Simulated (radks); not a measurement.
# W⁵¹⁺ in [Ar] 3d5: an all-electron calculation

Wanted: eigenvalues, radial structure and energy terms of the tungsten ion W51+.

Program: radks (a radial shooting solver on a logarithmic mesh, Libxc functionals) version 1. Level of theory: scalar-relativistic Kohn-Sham, Wu-Cohen GGA, spin-polarised, spherical densities, finite nucleus; open shells are filled with parallel spins first. These are calculated values, not measurements, unless marked.

## 1. The atom as given

```
element            : tungsten (Z = 74)
charge             : +51
electrons          : 23
configuration      : [Ar] 3d5
nuclear rms radius : 5.3658 fm
```

The outer shells:

W⁵¹⁺
```
[Ar] core
3d [↑ ][↑ ][↑ ][↑ ][↑ ]
```

## 2. The calculation

Settings of this run:

```text
Z 74
configuration [Ar] 3d5
relativity scalar-relativistic
functional wc,pbe
spin polarised
nucleus finite rms 5.3658 fm
c 137.035999084
```

Started as:

```bash
python run_ks.py task.json out
```

All runs below come from this command, one after another.

Q: Predict the outcome of this run.

**Answer**, as computed:

```
                        quantity                      value
                    total energy        -13856.6154 hartree
exchange-correlation share of it                     1.49 %
                            −T/E                     1.1160
          highest occupied level          3d up, -4692.7 eV
    most extended occupied level  3s down, <r> = 0.193 bohr
 radius at density 0.001 e/bohr³                 0.616 bohr
    maxima of the radial density                          3
         ionisation energy, NIST        4709 (semi-emp.) eV
```

What this shows: 3 principal shells are occupied and 3 maxima appear in the radial density. Relativity lifts −T/E to 1.116. Minus the highest eigenvalue, 4692.7 eV, is 100 % of the tabulated ionisation energy (4709 eV). Open shells are spherical and high-spin; term and fine-structure splittings are not resolved. Spin-orbit splitting is averaged out at the scalar-relativistic level.
